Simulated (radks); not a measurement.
**Ionisation of Ba: one atom, several choices of exchange strength α**

An exercise on one series of results from a longer session: the logs are not shown, and one member is left open.

Method: scalar-relativistic Kohn-Sham, spin-polarised, spherical densities, point nucleus; open shells are filled with parallel spins first. Code: radks (a radial shooting solver on a logarithmic mesh, Libxc functionals) version 1.

**The system**

- element: barium (Z = 56)
- charge: 0
- electrons: 56
- configuration: [Xe] 6s2
- ion: Ba⁺, [Xe] 6s1
- choices: α = 0.667; α = 0.69; α = 0.799; α = 0.897; α = 0.969

Outer shells as boxes (Hund's rule):

Ba
```
[Xe] core
6s [↑↓]
```

Ba⁺
```
[Xe] core
6s [↑ ]
```

Set-up of the first run:

The run's settings:

```text
Z 56
configuration [Xe] 6s2
relativity scalar-relativistic
functional xalpha 0.667
spin polarised
nucleus point
c 137.035999084
```

Steps of the session up to this table: α = 0.667: Ba.

One table of the session follows, with a row left open; its other results are not shown here.

It belongs to the step «α = 0.667: Ba». From the orbitals of this run (lengths in bohr):

| level | <r> | outermost maximum (interpolated) | 90 % within | nodes |
| --- | --- | --- | --- | --- |
| 3p | ? | ? | ? | ? |
| 3d | 0.2668 | 0.215 | 0.418 | 0 |
| 4s | 0.6744 | 0.625 | 0.970 | 3 |
| 4p | 0.7163 | 0.654 | 1.04 | 2 |
| 4d | 0.8017 | 0.696 | 1.21 | 1 |
| 5s | 1.639 | 1.47 | 2.36 | 4 |
| 5p | 1.929 | 1.67 | 2.84 | 3 |
| 6s | 4.878 | 4.12 | 7.23 | 5 |

Q: Estimate the row for 3p from the others.

**Answer.** <r>: 0.2903; outermost maximum (interpolated): 0.261; 90 % within: 0.435; nodes: 1. In the column «<r>» it lies between 3d (0.2668) and 4s (0.6744).
